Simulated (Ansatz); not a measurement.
# Be2H (doublet): the correlation ladder at distance Be1–Be2 = 1.968 Å, cc-pVDZ

How much of the correlation energy of Be2H (doublet) does each wave-function method recover here?

The runs use Ansatz 0.2.0, Gaussian basis; cc-pVDZ, core rule «outside noble gas», up to 2 orbitals frozen.

The runs, in order: UHF; CCSD(T) on ROHF; CCSD(T) on UHF; BCCD(T) on ROHF; CISD; CCSDT(Q) on ROHF; CCSDT(Q) on UHF; CASSCF and MRCISD+Q, 3 electrons in 3 orbitals; CASSCF and NEVPT2, 3 electrons in 3 orbitals; CASSCF and MRCISD+Q, 5 electrons in 9 orbitals; CASSCF and NEVPT2, 5 electrons in 9 orbitals; Full CI.

27 further runs of the same task are left out: 14 for a known fault of the program, 9 that didn't finish, 4 set aside as unsound or not needed.

### Step 1. The geometry

The geometry derives from a PBE0/def2-TZVP stationary point (not a proven minimum). One bond is set to the value named and the two fragments are kept rigid.

3 atoms, charge 0, spin multiplicity 2.

Atoms are counted from 1 here; the program's logs count them from 0.

Bond lengths: Be1–H3 1.348 Å.

### Step 2. UHF

in.yaml reads:

```yaml
crystal:
  periodic: [false, false, false]
  atoms:
    - {symbol: Be, position_ang: [0.000000, 0.000000, 0.206505]}
    - {symbol: Be, position_ang: [0.000000, 0.000000, -1.761495]}
    - {symbol: H, position_ang: [0.000000, 0.000000, 1.554991]}
basis:
  gaussian: {orbitals: cc-pVDZ}
magnetization: {spin_polarized: true, initial_magnetization: 1}
hamiltonian: {xc: hf}
output: {orbitals: {seedname: orbitals}}
```

Run with:

```console
> ansatz run in.yaml --threads 1 --pin off --events-out ev --progress --plain --max-ram 2393MiB
```

Further steps of the session: CCSD(T) on ROHF; CCSD(T) on UHF; BCCD(T) on ROHF; CISD; CCSDT(Q) on ROHF; CCSDT(Q) on UHF; CASSCF and MRCISD+Q, 3 electrons in 3 orbitals; CASSCF and NEVPT2, 3 electrons in 3 orbitals; CASSCF and MRCISD+Q, 5 electrons in 9 orbitals; CASSCF and NEVPT2, 5 electrons in 9 orbitals; Full CI.

Before running them: what should the planned runs give, taken together? Wanted: FCI below the RHF energy; RMP2 from FCI; UMP2 from FCI; RCCSD from FCI; RCCSD(T) from FCI; UCCSD(T) from FCI; RCCSDT(Q) from FCI; UCCSDT(Q) from FCI; NEVPT2 pair from FCI.

**Answer**, as computed:

| quantity | value |
| --- | --- |
| FCI below the RHF energy | -2.2407 eV |
| RMP2 from FCI | +697.7 meV |
| UMP2 from FCI | +690.8 meV |
| RCCSD from FCI | +55.2 meV |
| RCCSD(T) from FCI | +17.1 meV |
| UCCSD(T) from FCI | +16.6 meV |
| RCCSDT(Q) from FCI | +0.5 meV |
| UCCSDT(Q) from FCI | +0.4 meV |
| NEVPT2 pair from FCI | +685.9 meV |
| MRCISD+Q pair from FCI | +14.3 meV |
| NEVPT2 valence from FCI | +338.8 meV |
| levels within 1 kcal/mol (43 meV) | RCCSD(T), UCCSD(T), BCCD(T), RCCSDT, UCCSDT, RCCSDT(Q), UCCSDT(Q), MRCISD+Q pair, MRCISD valence, MRCISD+Q valence |
| T1 diagnostic | 0.022 |
| effectively unpaired electrons | 1.07 |

In words: RCCSD(T) misses by +17.1 meV, 0.8 % of the correlation energy. One determinant dominates. Of the multireference levels listed MRCISD+Q valence comes nearest in total energy (+7.1 meV), which doesn't show that its space is the better one. These misses are within one basis, not against nature; the frozen cores of restricted and unrestricted runs differ, which can shift their rows.
